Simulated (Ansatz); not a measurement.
# Cr (diamond type): the cost of one run

Method: DFT PBEsol, with the methods named in each step, in Ansatz 0.2.0.

1 further run of the same task is left out (it didn't finish). Runs told in other sessions of the task aren't counted.

### 1 Starting point

Symmetry: Fd-3m, No. 227, cubic system. The conventional cell has a = 5.010 Å, b = 5.010 Å, c = 5.010 Å, α = 90.00°, β = 90.00°, γ = 90.00°. Cr (site symmetry -43m) is surrounded by 4 Cr at 2.17 Å.

Structure file:

```cif
data_structure
_symmetry_space_group_name_H-M 'P 1'
_symmetry_Int_Tables_number 1
_cell_length_a 3.5428
_cell_length_b 3.5428
_cell_length_c 3.5428
_cell_angle_alpha 60.000
_cell_angle_beta 60.000
_cell_angle_gamma 60.000
_cell_volume 31.44
loop_
_atom_site_label
_atom_site_type_symbol
_atom_site_fract_x
_atom_site_fract_y
_atom_site_fract_z
_atom_site_occupancy
Cr1 Cr 0.87500 0.87500 0.87500 1
Cr2 Cr 0.12500 0.12500 0.12500 1
```

Whether this phase is the stable one at these pressures isn't tested.

Atoms are numbered in the order of the input: Cr1, Cr2.

### 2 Volume scaled by 1, crystal datasets

File input.yaml:

```yaml
crystal:
  lattice:
    - [0.0, 2.5051559131, 2.5051559131]
    - [2.5051559131, 0.0, 2.5051559131]
    - [2.5051559131, 2.5051559131, 0.0]
  atoms:
    - { symbol: Cr, position: [-0.125, -0.125, -0.125], spin: 2.0 }
    - { symbol: Cr, position: [0.125, 0.125, 0.125], spin: 2.0 }
magnetization:
  spin_polarized: true
kpoints:
  mp_grid: { grid: [14, 14, 14] }
scf:
  occupations: { method: fermi_dirac, width: 0.08 }
hamiltonian:
  xc: pbesol
  pseudopotentials: { kind: all_electron, datasets: crystal }
output:
  forces: true
  stress: true
  eigenvalues: true
```

On the command line:

```
ansatz run input.yaml --threads 1 --pin off --max-ram 3072MiB --backend cpu --events-out ev --progress --plain --runs-dir out
```

Q: Estimate wall time and peak memory on 1 thread of Arm Neoverse V1, shared host.

About 3.2 min, with a peak of 0.97 GiB.
